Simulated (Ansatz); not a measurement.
# InSb: the cost of one run

Program: Ansatz 0.2.0. Level of theory: DFT PBE, scalar-relativistic, plane waves, PAW. These are calculated values, not measurements.

That is the level of the relaxation; later steps name their own.

1 further run of the same task is left out (set aside as unsound or not needed).

## Step 1: The system as given

The structure is cubic, space group F-43m (No. 216). Conventional cell: a = 6.635 Å, b = 6.635 Å, c = 6.635 Å, α = 90.00°, β = 90.00°, γ = 90.00°. Around In (site symmetry -43m) lie 4 Sb at 2.87 Å. Around Sb (site symmetry -43m) lie 4 In at 2.87 Å.

Coordinates:

```
In Sb
1.0
     0.00000    3.31742    3.31742
     3.31742    0.00000    3.31742
     3.31742    3.31742    0.00000
In Sb
1 1
Direct
  0.00000 0.00000 0.00000
  0.25000 0.25000 0.25000
```

This cell was relaxed beforehand with the same method: volume 36.51 Å³/atom, gap on the mesh none (metal).

## Step 2: The run at PBE

Contents of input.yaml:

```yaml
crystal:
  lattice:
    - [0.0, 3.3174249888, 3.3174249888]
    - [3.3174249888, 0.0, 3.3174249888]
    - [3.3174249888, 3.3174249888, 0.0]
  atoms:
    - { symbol: In, position: [0.0, 0.0, 0.0] }
    - { symbol: Sb, position: [0.25, 0.25, 0.25] }
basis:
  ecutwfc: 420
kpoints:
  mp_grid: { grid: [12, 12, 12] }
  band_path:
    path:
      - [0.0, 0.0, 0.0]
      - [-0.5, -0.5, 0.0]
      - [-0.375, -0.375, 0.25]
      - [-0.375, 0.0, 0.375]
      - [0.0, 0.0, 0.5]
      - [-0.5, -0.25, 0.25]
    npoints: 1
hamiltonian:
  xc: pbe
scf:
  occupations: { method: gaussian, width: 0.1 }
  n_extra_bands: 4
output:
  forces: true
  stress: true
  eigenvalues: true
  write_density: true
  write_potential: true
  elf: true
  volumetric_format: npy
```

Launch:

```
> ansatz run input.yaml --threads 1 --pin off --max-ram 2560MiB --backend cpu --events-out ev --progress --plain --runs-dir out
```

Q: Estimate wall time and peak memory on 1 thread of Intel Xeon at 2.70GHz, shared host.

About 13 s, with a peak of 0.43 GiB.
